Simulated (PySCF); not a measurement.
**RuO₂: structure of the quintet**

The task is one start of a wider search on RuO₂: the quintet, built as side-on. It is relaxed, tested by its Hessian and followed downhill if it is a saddle.

Method: PBE, basis Ru def2-TZVP with ECP28, O def2-TZVP, scalar-relativistic core potentials, no spin–orbit coupling, density fitting; program: PySCF 2.14.0.

### Step 1. The starting structure

3 atoms, charge 0, spin multiplicity 5.

Bond lengths: Ru1–O2 1.918 Å, Ru1–O3 1.918 Å, O2–O3 1.400 Å. Angles: O2–Ru1–O3 42.8°, Ru1–O2–O3 68.6°, Ru1–O3–O2 68.6°.

```xyz
3
charge 0 multiplicity 5
Ru    0.0000    0.0000   -0.4265
O     0.7000    0.0000    1.3587
O    -0.7000    0.0000    1.3587
```

### Step 2. Side-on start, quintet: relaxation

One driver script runs all steps and calls PySCF; scf.py shows how it sets up the SCF of each step. The optimiser is the driver's own. Before each start the driver seeks the lowest SCF state from one or more starting densities and follows internal instabilities, so scf.py alone need not reach the same state.

The program finds C2v symmetry in the start, which this walk keeps. The walk stops when the largest gradient is under 0.0003 Eh/bohr and the energy has settled too.

Contents of scf.py:

```python
from pyscf import gto, scf, dft
mol = gto.M(atom='''
Ru     0.000000     0.000000    -0.426535
O      0.700000    -0.000000     1.358736
O     -0.700000     0.000000     1.358736''',
    basis={'Ru': 'def2-TZVP', 'O': 'def2-TZVP'},
    ecp={'Ru': 'def2-TZVP'},
    charge=0, spin=4)
mf = dft.UKS(mol, xc='PBE')
mf.grids.atom_grid = (50, 194)
aux = {'Ru': 'def2-universal-JKFIT', 'O': 'def2-universal-JKFIT'}
mf = mf.density_fit(auxbasis=aux)
mf.kernel()
```

Further steps of the session: Hessian and properties; Leaving the saddle point; Is it a minimum? Harmonic modes.

**Question.** What will these runs give? Wanted: minimum; geometry; wavenumbers; dipole moment; highest occupied, lowest empty level; polar-tensor charge of Ru1; zero-point energy; atomisation energy; ⟨S²⟩.

The runs gave:

```
                                          quantity                                                                              value
                                           minimum                                                                        quintet, Cs
                                          geometry  O–O 1.379 Å, Ru–O 1.845 Å, Ru–O 2.207 Å; O–O–Ru 56.4°, O–O–Ru 85.1°, O–Ru–O 38.5°
                                wavenumbers (cm⁻¹)                                                       160 (a'), 630 (a'), 941 (a')
                                     dipole moment                                                                             3.15 D
highest occupied, lowest empty level (either spin)                                                                    -4.79, -4.72 eV
                        polar-tensor charge of Ru1                                                                            +0.67 e
                                 zero-point energy                                                                        10.4 kJ/mol
                               entropy at 298.15 K                                                                    293.6 J/(mol K)
         atomisation energy (no zero-point energy)                                                                         755 kJ/mol
                                              ⟨S²⟩                                                                              6.006
```

From C2v at the start the molecule goes to a Cs minimum. In the infrared the band at 941 cm⁻¹ (a') leads. Most of the spin sits on Ru1 (Mulliken spin 3.23, against 4 for the whole molecule). Only this shape and spin were tried, so other structures or states may lie lower. One determinant may miss the lowest occupation of an open d or f shell.
